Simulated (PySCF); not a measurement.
# C3H7FOSi: the cost of one run

Programs: PySCF 2.14.0, with density-fitted response routines of our own. Each step states its level of theory. These are calculated values for one molecule in the gas phase, unless marked as measured. Atoms are numbered from 0 throughout.

### Step 1. Starting geometry

13 atoms, charge 0, multiplicity 1; geometry from: GFN2-xTB.

Bonds of the start (Å): F0–Si1 1.61, Si1–O2 1.61, O2–C3 1.38, C3–C4 1.49, C4–C5 1.50, C5–C3 1.50, Si1–H6 1.44, Si1–H7 1.45, C3–H8 1.08, C4–H9 1.08, C4–H10 1.08, C5–H11 1.08, C5–H12 1.08.

### Step 2. Ultraviolet spectrum: wB97X-D/def2-SVPD

The job: settings as JSON, then the geometry in Å.

```
{"job": {"kind": "uv", "xc": "wB97X-D", "basis": "def2-SVPD", "nstates": 8, "ntriplets": 3}, "charge": 0, "multiplicity": 1}
F      3.065074     0.501154     0.478022
Si     2.071485     0.234912    -0.762202
O      0.754661    -0.526217    -0.244310
C     -0.274559    -0.169235     0.609591
C     -1.582766    -0.875228     0.454485
C     -1.454683     0.568786     0.057045
H      2.665698    -0.775952    -1.605317
H      1.844892     1.570591    -1.288941
H      0.070295     0.083881     1.606627
H     -2.141204    -1.124894     1.342931
H     -1.655998    -1.604176    -0.336896
H     -1.924346     1.322734     0.669348
H     -1.442938     0.794130    -0.998112
```

Level: TDDFT wB97X-D/def2-SVPD, vertical, gas phase, core orbitals frozen in the response.

The run is started by

```sh
> OMP_NUM_THREADS=1 python probes_run.py task.json out
```

One launch serves the whole session: the jobs run in the order shown.

**Question.** How long does this first job take on 1 thread of Arm Neoverse V1, shared host, and how much memory does it need?

About 26 s, with a peak of 0.81 GiB.
